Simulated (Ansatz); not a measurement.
**CH₅BO₂S: how energies converge with the basis set**

How large a basis does CH₅BO₂S need? Two functionals are run in growing sets.

Computed with Ansatz 0.2.0, Gaussian basis. Level: one geometry, several basis sets.

Levels to be run: PBE0-D4/def2-SVP; ωB97M-V/def2-SVP; PBE0-D4/def2-QZVPP; ωB97M-V/def2-QZVPP; the functionals' def2-TZVPP values are taken from earlier runs.

## 1. The geometry

The geometry comes from an earlier relaxation with PBE0-D4 in a triple-zeta def2 set; it is a stationary point, not always the lowest conformer.

10 atoms, charge 0, spin multiplicity 1.

Atoms are counted from 1 here; the program's logs count them from 0.

Bond lengths: C1–S2 1.807 Å, C1–H6 1.091 Å, C1–H7 1.089 Å, C1–H8 1.091 Å, S2–B3 1.831 Å, B3–O4 1.359 Å, B3–O5 1.359 Å, O4–H9 0.958 Å, O5–H10 0.958 Å. Angles: S2–C1–H6 111.3°, S2–C1–H7 107.1°, S2–C1–H8 111.3°, H6–C1–H7 108.1°, H6–C1–H8 110.6°, H7–C1–H8 108.1°, C1–S2–B3 102.8°, S2–B3–O4 119.3°, S2–B3–O5 124.2°, O4–B3–O5 116.5°, B3–O4–H9 114.2°, B3–O5–H10 114.3°.

## 2. PBE0-D4 in def2-SVP

Contents of in.yaml:

```yaml
crystal:
  periodic: [false, false, false]
  atoms:
    - {symbol: C, position_ang: [-1.018609, 0.296894, 1.210281]}
    - {symbol: S, position_ang: [0.349190, -0.819366, 0.824921]}
    - {symbol: B, position_ang: [0.827648, -0.304052, -0.865720]}
    - {symbol: O, position_ang: [1.851648, -0.942782, -1.491544]}
    - {symbol: O, position_ang: [0.220899, 0.694405, -1.559470]}
    - {symbol: H, position_ang: [-1.853280, 0.154388, 0.522321]}
    - {symbol: H, position_ang: [-1.360454, 0.049094, 2.214272]}
    - {symbol: H, position_ang: [-0.693485, 1.338317, 1.209471]}
    - {symbol: H, position_ang: [2.255072, -1.640083, -0.972243]}
    - {symbol: H, position_ang: [-0.495629, 1.121985, -1.089391]}
basis:
  gaussian: {orbitals: def2-SVP}
hamiltonian: {xc: pbe0, dispersion: d4}
output: {orbitals: {seedname: orbitals}}
```

After this run come: ωB97M-V in def2-SVP; PBE0-D4 in def2-QZVPP; ωB97M-V in def2-QZVPP.

Q: Predict the results of all the runs planned. Wanted: PBE0-D4: double and triple zeta above quadruple; ωB97M-V: double and triple zeta above quadruple.

**Answer**, as computed:

```
                                       quantity           value
PBE0-D4: double and triple zeta above quadruple  11.40, 0.67 eV
ωB97M-V: double and triple zeta above quadruple  11.55, 0.64 eV
```

**Reading.** For PBE0-D4 the step from double to triple zeta gains 10.73 eV and the next only 0.67 eV. These are total energies; as a rule much of such shifts cancels in differences, which this series doesn't test. The LUMO of ωB97M-V is positive and keeps falling with the basis (2.72 to 1.31 eV): an unbound level that the basis holds in place.
